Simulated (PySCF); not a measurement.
**BAsH4: runs on many settings**

Aim: see how BAsH4 (`B[AsH2]`) answers to the choice of functional, basis, grid and SCF options.

The runs use PySCF 2.14.0, with density-fitted response routines of our own; the level of theory stands in each step. All values are computed, except where a source is named. Atoms are numbered from 0 throughout.

## (1) Starting geometry

6 atoms, charge 0, multiplicity 1; geometry from: GFN2-xTB.

Bonds of the start (Å): B0–As1 1.98, B0–H2 1.17, B0–H3 1.17, As1–H4 1.50, As1–H5 1.50.

## (2) Ultraviolet spectrum: revPBE/cc-pVTZ

The job: settings as JSON, then the geometry in Å.

```
{"job": {"kind": "uv", "xc": "revPBE", "basis": "cc-pVTZ", "nstates": 1, "ntriplets": 5, "tda": false}, "charge": 0, "multiplicity": 1}
B      0.900458     0.049830    -0.021803
As    -0.956369    -0.038721    -0.689675
H      1.434083     1.080385     0.140155
H      1.543710    -0.922270     0.099663
H     -1.517341     0.988610     0.245804
H     -1.401418    -1.155843     0.204282
```

Method: TDDFT revPBE/cc-pVTZ, vertical, gas phase, core orbitals frozen in the response.

Command:

```console
OMP_NUM_THREADS=1 python probes_run.py task.json out
```

One launch serves the whole session: the jobs run in the order shown.

Log:

```text
coarse grid: 22400 points
cycle   1  E = -2262.9321024506  dE = -7.712e-01  |g| = 3.735e-01  |ddm| = 4.863e+00
cycle   2  E = -2262.9234896995  dE =  8.613e-03  |g| = 3.673e-01  |ddm| = 1.355e+00
cycle   3  E = -2262.9479726248  dE = -2.448e-02  |g| = 1.208e-01  |ddm| = 7.649e-01
cycle   4  E = -2262.9539326849  dE = -5.960e-03  |g| = 1.122e-02  |ddm| = 2.494e-01
cycle   5  E = -2262.9539813118  dE = -4.863e-05  |g| = 4.449e-03  |ddm| = 3.032e-02
cycle   6  E = -2262.9539886461  dE = -7.334e-06  |g| = 1.196e-03  |ddm| = 8.422e-03
final grid: 45776 points
cycle   7  E = -2262.9539889538  dE =  5.045e-07  |g| = 1.697e-03  |ddm| = 5.848e-03
cycle   8  E = -2262.9539875148  dE =  1.439e-06  |g| = 2.573e-03  |ddm| = 7.934e-03
cycle   9  E = -2262.9539899523  dE = -2.437e-06  |g| = 3.195e-04  |ddm| = 5.061e-03
cycle  10  E = -2262.9539899838  dE = -3.144e-08  |g| = 2.725e-05  |ddm| = 5.439e-04
cycle  11  E = -2262.9539899841  dE = -3.479e-10  |g| = 3.113e-06  |ddm| = 7.317e-05
converged SCF energy = -2262.9539899841

Static polarisability (au): isotropic 47.559, principal 38.100 43.036 61.541

Singlet excitations
state   eV       nm        f      main configurations
  1   4.2729    290.2   0.05326   H->L 0.96

Triplet excitations (Tamm-Dancoff, eV): 3.2056 4.8253 4.9714 5.8591 6.3712
```

It took 8 s on 1 thread of Intel Xeon Platinum 8488C, shared host.

The orbitals next to the gap, with their largest atomic shares:

| orbital | eV | atoms |
| --- | --- | --- |
| HOMO−3 | -9.51 | As1 31 %, B0 22 %, H4 17 % |
| HOMO−2 | -8.22 | As1 41 %, B0 32 %, H5 10 % |
| HOMO−1 | -8.09 | B0 34 %, H3 16 %, H2 16 % |
| HOMO | -6.53 | As1 68 %, B0 24 % |
| LUMO | -2.80 | B0 71 %, As1 15 %, H2 4 % |
| LUMO+1 | -0.21 | As1 60 %, H4 16 %, H5 16 % |
| LUMO+2 | 0.26 | As1 39 %, H5 24 %, H4 24 % |

With each of the 1 states as a Gaussian band of 0.4 eV half-width at 1/e, the curve within the window shown has maxima at 290 nm (ε 2,200) L/(mol cm). Beyond the last state computed it falls off for lack of states. The curve at chosen wavelengths:

nm, ε (L/mol/cm) and a bar:
```
      271       1229 ################
      274       1459 ###################
      276       1606 #####################
      279       1804 #########################
      282       1966 ###########################
      284       2048 ############################
      287       2129 ##############################
      289       2153 ##############################
      292       2145 ##############################
      295       2088 #############################
      297       2025 ############################
      300       1902 ##########################
      303       1750 ########################
      305       1639 ######################
      308       1463 ###################
      311       1285 ################
      313       1167 ###############
      316        999 ############
      319        842 #########
      321        746 ########
      324        616 ######
      326        538 #####
      329        436 ###
      332        349 ##
      334        299 #
      337        236
```

Ground-state properties from the same run:

| property | computed |
| --- | --- |
| dipole moment (D) | 0.35 |
| polarisability (Å³) | 7.05 |
| HOMO–LUMO gap (eV) | 3.73 |
| −ε(HOMO) (eV) | 6.53 |

## (3) NMR shieldings: B3LYP/3-21G

The job: settings as JSON, then the geometry in Å.

```
{"job": {"kind": "nmr", "xc": "B3LYP", "basis": "3-21G", "pop": false, "scf": {"guess": "sap"}}, "charge": 0, "multiplicity": 1}
B      0.900458     0.049830    -0.021803
As    -0.956369    -0.038721    -0.689675
H      1.434083     1.080385     0.140155
H      1.543710    -0.922270     0.099663
H     -1.517341     0.988610     0.245804
H     -1.401418    -1.155843     0.204282
```

Level: GIAO B3LYP/3-21G NMR shielding, non-relativistic, gas phase.

Log:

```text
final grid: 45776 points
cycle   1  E = -2249.7189243874  dE =  1.525e+00  |g| = 1.524e+00  |ddm| = 7.572e+00
cycle   2  E = -2239.9128767063  dE =  9.806e+00  |g| = 3.891e+00  |ddm| = 1.492e+01
cycle   3  E = -2251.1334926385  dE = -1.122e+01  |g| = 1.404e+00  |ddm| = 1.277e+01
cycle   4  E = -2252.1347122066  dE = -1.001e+00  |g| = 3.751e-01  |ddm| = 1.829e+00
cycle   5  E = -2252.2047250292  dE = -7.001e-02  |g| = 1.470e-01  |ddm| = 7.383e-01
cycle   6  E = -2252.2133933920  dE = -8.668e-03  |g| = 5.536e-02  |ddm| = 2.174e-01
cycle   7  E = -2252.2148495074  dE = -1.456e-03  |g| = 1.738e-02  |ddm| = 9.609e-02
cycle   8  E = -2252.2150119325  dE = -1.624e-04  |g| = 1.894e-03  |ddm| = 3.596e-02
cycle   9  E = -2252.2150137818  dE = -1.849e-06  |g| = 3.459e-04  |ddm| = 4.019e-03
cycle  10  E = -2252.2150138387  dE = -5.685e-08  |g| = 6.265e-05  |ddm| = 7.438e-04
cycle  11  E = -2252.2150138407  dE = -1.967e-09  |g| = 8.294e-06  |ddm| = 1.574e-04
cycle  12  E = -2252.2150138407  dE = -3.183e-11  |g| = 1.026e-06  |ddm| = 2.262e-05
converged SCF energy = -2252.2150138407

GIAO shielding tensors (ppm)
atom      isotropic    diamagn.    paramagn.     s11        s22        s33       span
  0 B       26.032     196.686    -170.655    -91.167     11.398    157.864    249.032
  1 As    1969.043    2868.155    -899.112   1750.609   2015.327   2141.194    390.585
  2 H       22.377      30.634      -8.257     10.136     28.107     28.889     18.753
  3 H       22.379      30.630      -8.250     10.145     28.108     28.886     18.741
  4 H       29.529      29.555      -0.027     22.600     24.807     41.178     18.578
  5 H       29.529      29.555      -0.026     22.600     24.804     41.181     18.581
```

Run time: 1.5 s. Hardware: 1 thread of Intel Xeon Platinum 8488C, shared host.

The references, computed at this level on geometries of the same kind, shield at (ppm): 1H TMS 33.35. Their shielding less the atom's gives the shift. The references are single molecules in the gas phase. Atoms listed in one row are averaged.

| atoms | environment | σ (ppm) | δ (ppm) |
| --- | --- | --- | --- |
| H2, H3 | hydrogen on a boron bonded to As | 22.38 | 10.97 |
| H4, H5 | hydrogen on an arsenic bonded to B | 29.53 | 3.82 |
| B0 | boron bonded to As, 2 H | 26.0 | – |
| As1 | arsenic bonded to B, 2 H | 1969 | – |

## (4) NMR shieldings: PBE0/6-31G*

The job: settings as JSON, then the geometry in Å.

```
{"job": {"kind": "nmr", "xc": "PBE0", "basis": "6-31G*", "pop": false, "scf": {"conv": 1e-08}}, "charge": 0, "multiplicity": 1}
B      0.900458     0.049830    -0.021803
As    -0.956369    -0.038721    -0.689675
H      1.434083     1.080385     0.140155
H      1.543710    -0.922270     0.099663
H     -1.517341     0.988610     0.245804
H     -1.401418    -1.155843     0.204282
```

Level: GIAO PBE0/6-31G* NMR shielding, non-relativistic, gas phase.

Log:

```text
final grid: 45776 points
cycle   1  E = -2262.4752601446  dE = -7.970e-01  |g| = 1.744e-01  |ddm| = 2.068e+00
cycle   2  E = -2262.4795901786  dE = -4.330e-03  |g| = 1.122e-01  |ddm| = 3.124e-01
cycle   3  E = -2262.4822845405  dE = -2.694e-03  |g| = 1.865e-02  |ddm| = 1.255e-01
cycle   4  E = -2262.4823999549  dE = -1.154e-04  |g| = 6.770e-03  |ddm| = 3.252e-02
cycle   5  E = -2262.4824185788  dE = -1.862e-05  |g| = 1.640e-03  |ddm| = 1.147e-02
cycle   6  E = -2262.4824195334  dE = -9.546e-07  |g| = 3.513e-04  |ddm| = 2.288e-03
cycle   7  E = -2262.4824195587  dE = -2.533e-08  |g| = 6.838e-05  |ddm| = 4.065e-04
cycle   8  E = -2262.4824195599  dE = -1.139e-09  |g| = 1.147e-05  |ddm| = 8.930e-05
converged SCF energy = -2262.4824195599

GIAO shielding tensors (ppm)
atom      isotropic    diamagn.    paramagn.     s11        s22        s33       span
  0 B       13.031     195.272    -182.241   -103.131     -7.243    149.469    252.600
  1 As    1889.787    2877.786    -987.999   1713.512   1897.705   2058.143    344.630
  2 H       22.156      29.739      -7.583     11.014     27.661     27.793     16.779
  3 H       22.158      29.735      -7.577     11.020     27.662     27.792     16.772
  4 H       28.909      29.263      -0.354     21.660     24.183     40.884     19.224
  5 H       28.909      29.262      -0.352     21.661     24.179     40.887     19.226
```

It took 1.8 s on 1 thread of Intel Xeon Platinum 8488C, shared host.

This run: σ B0 13.0, As1 1890, H2 22.16, H4 28.91 ppm (means over like atoms).

## (5) Indirect couplings: B3LYP/pcseg-1 in dichloromethane

The job: settings as JSON, then the geometry in Å.

```
{"job": {"kind": "j", "xc": "B3LYP", "basis": "pcseg-1", "solvent": "dichloromethane", "scf": {"damp": 0.1}, "grid": 4}, "charge": 0, "multiplicity": 1}
B      0.900458     0.049830    -0.021803
As    -0.956369    -0.038721    -0.689675
H      1.434083     1.080385     0.140155
H      1.543710    -0.922270     0.099663
H     -1.517341     0.988610     0.245804
H     -1.401418    -1.155843     0.204282
```

Level: B3LYP/pcseg-1 indirect spin-spin coupling, non-relativistic, IEF-PCM dichloromethane.

Log:

```text
damping 0.10 in the first 6 cycles
final grid: 121128 points
cycle   1  E = -2262.8834373580  dE = -8.434e-01  |g| = 1.071e-01  |ddm| = 2.219e+00
cycle   2  E = -2262.8875783573  dE = -4.141e-03  |g| = 5.807e-02  |ddm| = 2.951e-01
cycle   3  E = -2262.8881243221  dE = -5.460e-04  |g| = 4.468e-02  |ddm| = 1.387e-01
cycle   4  E = -2262.8883803646  dE = -2.560e-04  |g| = 3.680e-02  |ddm| = 1.040e-01
cycle   5  E = -2262.8885186171  dE = -1.383e-04  |g| = 3.200e-02  |ddm| = 8.526e-02
cycle   6  E = -2262.8884439111  dE =  7.471e-05  |g| = 3.480e-02  |ddm| = 8.298e-02
cycle   7  E = -2262.8883257089  dE =  1.182e-04  |g| = 3.900e-02  |ddm| = 9.283e-02
cycle   8  E = -2262.8889365050  dE = -6.108e-04  |g| = 1.173e-03  |ddm| = 5.000e-02
cycle   9  E = -2262.8889369395  dE = -4.345e-07  |g| = 4.721e-05  |ddm| = 2.264e-03
cycle  10  E = -2262.8889369407  dE = -1.138e-09  |g| = 6.573e-06  |ddm| = 9.255e-05
cycle  11  E = -2262.8889369407  dE = -2.728e-11  |g| = 1.387e-06  |ddm| = 1.364e-05
converged SCF energy = -2262.8889369407

Indirect spin-spin couplings (Hz)
  i      j    bonds     total        FC       PSO       DSO        SD
  0 B    2 H    1    134.926   135.495    -1.953     0.713     0.671
  0 B    3 H    1    134.859   135.427    -1.952     0.713     0.671
  0 B    4 H    2     -2.459    -1.679    -0.413    -0.394     0.027
  0 B    5 H    2     -2.433    -1.652    -0.413    -0.396     0.028
  2 H    3 H    2     -0.364    -0.005     1.127    -1.652     0.167
  2 H    4 H    3      4.707     4.420     0.111     0.118     0.057
  2 H    5 H    3      4.919     6.834     0.609    -2.520    -0.005
  3 H    4 H    3      4.933     6.848     0.610    -2.520    -0.005
  3 H    5 H    3      4.683     4.401     0.112     0.113     0.057
  4 H    5 H    2     -8.572    -8.021     0.729    -1.370     0.090
```

It took 5.5 s on 1 thread of Intel Xeon Platinum 8488C, shared host.

This basis has no tight s functions, so the Fermi-contact terms are rough.

Couplings of 1 Hz or more, nine at most for each number of bonds, with means over like pairs (isotopes 11B, 1H):

| pair | bonds | J (Hz) | Fermi contact (Hz) |
| --- | --- | --- | --- |
| B0–H2 | 1 | 134.9 | 135.5 |
| H4–H5 | 2 | -8.6 | -8.0 |
| B0–H4 | 2 | -2.4 | -1.7 |
| H2–H4 | 3 | 4.8 | 5.6 |

The response was solved for the nuclei of B, H alone, so couplings that need other nuclei can be missing.

Quadrupole couplings from the field gradients of the same density:

| atom | isotope | eQq/h (MHz) | η |
| --- | --- | --- | --- |
| As1 | 75As | -147.4 | 0.59 |
| B0 | 11B | 5.334 | 0.14 |

Shifts (B3LYP/3-21G, unscaled) and these couplings together give the proton spectrum at 500 MHz below. Couplings to quadrupolar nuclei are left out.

1H NMR δ 10.97 (br, 2H), 3.82 (m, 2H).

## (6) NMR shieldings: PBE/pcSseg-1 in dichloromethane

The job: settings as JSON, then the geometry in Å.

```
{"job": {"kind": "nmr", "xc": "PBE", "basis": "pcSseg-1", "solvent": "dichloromethane", "pop": true}, "charge": 0, "multiplicity": 1}
B      0.900458     0.049830    -0.021803
As    -0.956369    -0.038721    -0.689675
H      1.434083     1.080385     0.140155
H      1.543710    -0.922270     0.099663
H     -1.517341     0.988610     0.245804
H     -1.401418    -1.155843     0.204282
```

Method: GIAO PBE/pcSseg-1 NMR shielding, non-relativistic, IEF-PCM dichloromethane.

Log:

```text
coarse grid: 22400 points
cycle   1  E = -2262.4319124119  dE = -8.768e-01  |g| = 8.544e-01  |ddm| = 2.143e+00
cycle   2  E = -2262.4172367254  dE =  1.468e-02  |g| = 7.559e-01  |ddm| = 6.564e-01
cycle   3  E = -2262.4626272000  dE = -4.539e-02  |g| = 1.705e-01  |ddm| = 5.738e-01
cycle   4  E = -2262.4686452269  dE = -6.018e-03  |g| = 4.690e-02  |ddm| = 2.557e-01
cycle   5  E = -2262.4695692023  dE = -9.240e-04  |g| = 5.662e-03  |ddm| = 6.773e-02
cycle   6  E = -2262.4695778572  dE = -8.655e-06  |g| = 1.670e-03  |ddm| = 9.978e-03
final grid: 45776 points
cycle   7  E = -2262.4695847925  dE =  4.037e-07  |g| = 2.280e-03  |ddm| = 5.121e-03
cycle   8  E = -2262.4695839240  dE =  8.685e-07  |g| = 3.115e-03  |ddm| = 6.051e-03
cycle   9  E = -2262.4695860919  dE = -2.168e-06  |g| = 1.825e-04  |ddm| = 3.148e-03
cycle  10  E = -2262.4695861035  dE = -1.153e-08  |g| = 8.288e-05  |ddm| = 3.689e-04
cycle  11  E = -2262.4695861054  dE = -1.959e-09  |g| = 2.084e-06  |ddm| = 8.282e-05
cycle  12  E = -2262.4695861054  dE = -1.137e-11  |g| = 2.974e-07  |ddm| = 2.855e-06
converged SCF energy = -2262.4695861054

GIAO shielding tensors (ppm)
atom      isotropic    diamagn.    paramagn.     s11        s22        s33       span
  0 B      -14.364     193.464    -207.828   -146.977    -36.279    140.166    287.143
  1 As    1688.553    2877.684   -1189.131   1426.785   1718.137   1920.738    493.953
  2 H       21.403      29.444      -8.041      9.104     27.268     27.836     18.732
  3 H       21.405      29.441      -8.036      9.113     27.267     27.836     18.724
  4 H       27.931      29.020      -1.089     20.951     23.159     39.685     18.734
  5 H       27.930      29.018      -1.087     20.950     23.153     39.688     18.738
```

Run time: 4.9 s. Hardware: 1 thread of Intel Xeon Platinum 8488C, shared host.

This run: σ B0 -14.4, As1 1689, H2 21.40, H4 27.93 ppm (means over like atoms).

## (7) Comparing the runs: NMR shifts

Isotropic shieldings (ppm), means over like atoms, with basis size and wall time:

| run | H2 | H4 | B0 | As1 | functions | time |
| --- | --- | --- | --- | --- | --- | --- |
| B3LYP/3-21G | 22.38 | 29.53 | 26.0 | 1969 | 39 | 1.5 s |
| PBE0/6-31G* | 22.16 | 28.91 | 13.0 | 1890 | 54 | 1.8 s |
| PBE/pcSseg-1 in dichloromethane | 21.40 | 27.93 | -14.4 | 1689 | 78 | 4.9 s |

## (8) Summary of results

| quantity | value |
| --- | --- |
| lowest singlet (revPBE/cc-pVTZ) | 4.27 eV (290 nm), f = 0.053 |
| lowest triplet | 3.21 eV |
| 1H shifts against TMS (B3LYP/3-21G, means over atoms taken as alike) | 10.97, 3.82 ppm |
| shieldings of B, As (B3LYP/3-21G) | B0 26.0, As1 1969.0 ppm |
| largest coupling of the table (B3LYP/pcseg-1) | 1J(B,H) B0–H2, 134.9 Hz |
| range of the shielding of As1 | 1689 to 1969 ppm |

In words: Single values in the summary come from the first run of each kind that ended normally (revPBE/cc-pVTZ; B3LYP/3-21G; B3LYP/pcseg-1), which need not be the best level. The lowest singlet, at 4.27 eV, is HOMO→LUMO 0.96 and is bright. The lowest triplet lies 1.07 eV below the lowest singlet (triplets in Tamm-Dancoff, singlets in full TDDFT). At B3LYP/3-21G: The widest tensor belongs to As1: span 391 ppm, with a paramagnetic part of -899 ppm. In the run at B3LYP/pcseg-1, the largest coupling of the table is B0–H2 (mean over like pairs), 134.9 Hz, of which the Fermi-contact term gives 135.5 Hz. In ppm, As1 moves most: its shielding spreads over 280 ppm, from 1689 (PBE/pcSseg-1 in dichloromethane) to 1969 (B3LYP/3-21G). Spin-orbit coupling is left out, which matters for shieldings and couplings at and beside the heavy atoms. Couplings from bases without tight functions are rough.
